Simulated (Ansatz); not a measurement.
Set up this calculation in Ansatz 0.2.0, as the native input.

| Quantity | Value |
| --- | --- |
| Task | single point |
| Functional | PBE |
| Potentials or basis | PseudoDojo standard (PBE files) |
| Cutoff | 1333 eV |
| Density cutoff | 5333 eV |
| k mesh | 11 × 11 × 3 |
| Occupations | fermi-dirac, width 0.05 eV |
| Spin | collinear spin, ferromagnetic start |
| Starting moments | [1.0, 1.0, 0.0, 0.6, 0.0] μB |

NiMoIrPdW:

```
Ni Mo Pd Ir W
1.0
     2.76616    0.00000    0.00000
    -1.38308    2.39557    0.00000
     0.00000    0.00000   11.02292
Ni Mo Pd Ir W
1 1 1 1 1
Direct
  0.33333 0.66667 0.59712
  0.00000 0.00000 0.41074
  0.66667 0.33333 0.79520
  0.66667 0.33333 0.19960
  0.33333 0.66667 0.99734
```

The cell was built by a generator and needn't be a form met in nature.

The input as run:

input.yaml

```yaml
crystal:
  lattice:
    - [2.76616, 0.0, 0.0]
    - [-1.38308, 2.39557, 0.0]
    - [0.0, 0.0, 11.02292]
  atoms:
    - { symbol: Ni, position: [0.33333, 0.66667, 0.59712], spin: 1.0 }
    - { symbol: Mo, position: [0.0, 0.0, 0.41074], spin: 1.0 }
    - { symbol: Pd, position: [0.66667, 0.33333, 0.7952] }
    - { symbol: Ir, position: [0.66667, 0.33333, 0.1996], spin: 0.6 }
    - { symbol: W, position: [0.33333, 0.66667, 0.99734] }
hamiltonian:
  xc: pbe
  pseudopotentials: { kind: nc, accuracy: standard }
magnetization:
  spin_polarized: true
kpoints:
  mp_grid: { grid: [11, 11, 3] }
scf:
  occupations: { method: fermi_dirac, width: 0.05 }
output:
  forces: true
  stress: true
  eigenvalues: true
```

Potentials or basis: PseudoDojo standard (PBE files).

Run with:

```console
$ ansatz run input.yaml --threads 8 --pin off --max-ram 20480MiB --backend cpu --events-out ev --progress --plain --runs-dir out
```

Results of the run:

| Property | Result |
| --- | --- |
| Pressure | 0.1 GPa |
| Largest force | 0.172 eV/Å |
| Band gap on the k mesh | none (metal or under the smearing width) |
| Net moment | 0.00 μB per cell |
| Absolute moment | 0.00 μB per cell |

Caveat: the starting moments weren't kept.

It took 34 s on 8 threads of Arm Neoverse V2, on a shared host, peak memory 1.6 GiB.
